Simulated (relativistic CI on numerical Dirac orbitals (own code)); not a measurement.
**Yb³⁶⁺: one ion under different settings**

How much do the settings matter for Yb³⁶⁺? One ion, several inputs.

Method: Dirac-Coulomb-Breit CI, KLI orbitals optimised for each configuration, model QED (radiative potential, 1s self-energy scaled to tabulated hydrogen-like ionisation energies), numerical settings as typed. Code: relativistic CI on numerical Dirac orbitals (own code) version 3.

## 1. Starting point

| Item | Value |
| --- | --- |
| ion | Yb³⁶⁺ (Yb XXXVII) |
| nuclear charge | 70 |
| electrons | 34 |
| isotope | A = 174 |

## 2. Usual settings

Input settings:

```ini
atom Yb  Z=70  charge=36  electrons=34
nucleus A=174  rms_radius_fm=5.3108
hamiltonian dirac-coulomb  breit=on  qed=on  c_scale=1
orbitals kli  potential=per-configuration
slater_scale 1
correlation none
mixing on
grid step=0.0125 r_max=4
scf mixing=0.4 start=green max_iterations=150 tolerance=2e-08 node_fill=0.05
configurations
  [Ar] 3d10 4s2 4p4
end
```

Started as:

```console
$ python run_levels.py task.json out
```

The settings of every run stand in task.json; they run in order.

## 3. Tolerance 1e-06, Breit term off, Slater scale 0.6

Input settings:

```ini
atom Yb  Z=70  charge=36  electrons=34
nucleus A=174  rms_radius_fm=5.3108
hamiltonian dirac-coulomb  breit=off  qed=on  c_scale=1
orbitals kli  potential=per-configuration
slater_scale 0.6
correlation none
mixing on
grid step=0.0125 r_max=4
scf mixing=0.4 start=green max_iterations=150 tolerance=1e-06 node_fill=0.05
configurations
  [Ar] 3d10 4s2 4p4
end
```

## 4. QED terms off

Input settings:

```ini
atom Yb  Z=70  charge=36  electrons=34
nucleus A=174  rms_radius_fm=5.3108
hamiltonian dirac-coulomb  breit=on  qed=off  c_scale=1
orbitals kli  potential=per-configuration
slater_scale 1
correlation none
mixing on
grid step=0.0125 r_max=4
scf mixing=0.4 start=green max_iterations=150 tolerance=2e-08 node_fill=0.05
configurations
  [Ar] 3d10 4s2 4p4
end
```

## 5. Potential mixing 0.7

Input settings:

```ini
atom Yb  Z=70  charge=36  electrons=34
nucleus A=174  rms_radius_fm=5.3108
hamiltonian dirac-coulomb  breit=on  qed=on  c_scale=1
orbitals kli  potential=per-configuration
slater_scale 1
correlation none
mixing on
grid step=0.0125 r_max=4
scf mixing=0.7 start=green max_iterations=150 tolerance=2e-08 node_fill=0.05
configurations
  [Ar] 3d10 4s2 4p4
end
```

## 6. Breit term off

Input settings:

```ini
atom Yb  Z=70  charge=36  electrons=34
nucleus A=174  rms_radius_fm=5.3108
hamiltonian dirac-coulomb  breit=off  qed=on  c_scale=1
orbitals kli  potential=per-configuration
slater_scale 1
correlation none
mixing on
grid step=0.0125 r_max=4
scf mixing=0.4 start=green max_iterations=150 tolerance=2e-08 node_fill=0.05
configurations
  [Ar] 3d10 4s2 4p4
end
```

## 7. Slater scale 2

Input settings:

```ini
atom Yb  Z=70  charge=36  electrons=34
nucleus A=174  rms_radius_fm=5.3108
hamiltonian dirac-coulomb  breit=on  qed=on  c_scale=1
orbitals kli  potential=per-configuration
slater_scale 2
correlation none
mixing on
grid step=0.0125 r_max=4
scf mixing=0.4 start=green max_iterations=91 tolerance=2e-08 node_fill=0.05
configurations
  [Ar] 3d10 4s2 4p4
end
```

## 8. Potential mixing 2.5

Input settings:

```ini
atom Yb  Z=70  charge=36  electrons=34
nucleus A=174  rms_radius_fm=5.3108
hamiltonian dirac-coulomb  breit=on  qed=on  c_scale=1
orbitals kli  potential=per-configuration
slater_scale 1
correlation none
mixing on
grid step=0.0125 r_max=4
scf mixing=2.5 start=green max_iterations=51 tolerance=2e-08 node_fill=0.05
configurations
  [Ar] 3d10 4s2 4p4
end
```

(Steps that only read results are left out.)

What does the calculation give? Wanted: lowest level, usual settings; total energy; first excitation.

As calculated:

| setting | total energy less usual (Ha) | largest shift of a level among the lowest eight of both runs, same label and place (cm⁻¹) | SCF iterations | time | lowest level | kind of change |
| --- | --- | --- | --- | --- | --- | --- |
| usual | 0 | 0 | 10 | 0.089 s | 4p4 [4p3/2^2] J=2 | - |
| tolerance 1e-06, Breit term off, Slater scale 0.6 | -13.8 | 27600 | 8 | 0.078 s | 4p4 [4p3/2^2] J=2 | model term |
| QED terms off | -9.57 | 1320 | 10 | 0.048 s | 4p4 [4p3/2^2] J=2 | model term |
| potential mixing 0.7 | 0 | 0 | 9 | 0.085 s | 4p4 [4p3/2^2] J=2 | numerical |
| Breit term off | -13.9 | 12200 | 10 | 0.085 s | 4p4 [4p3/2^2] J=2 | model term |
| Slater scale 2 | -0.0565 | 63800 | 10 | 0.087 s | 4p4 [4p3/2^2] J=2 | unsound |
| potential mixing 2.5 | 0 | 0 | 11 | 0.094 s | 4p4 [4p3/2^2] J=2 | extreme, harmless here |

```
                    quantity              value
lowest level, usual settings  4p4 [4p3/2^2] J=2
                total energy     -13290.0386 Ha
            first excitation         70166 cm⁻¹
```

What this shows: Among the runs whose levels can be followed, they move most under «Slater scale 2» (unsound), by up to 63800 cm⁻¹. No visible change in the result comes from «potential mixing 0.7» or «potential mixing 2.5». Only the listed configurations are in the model.
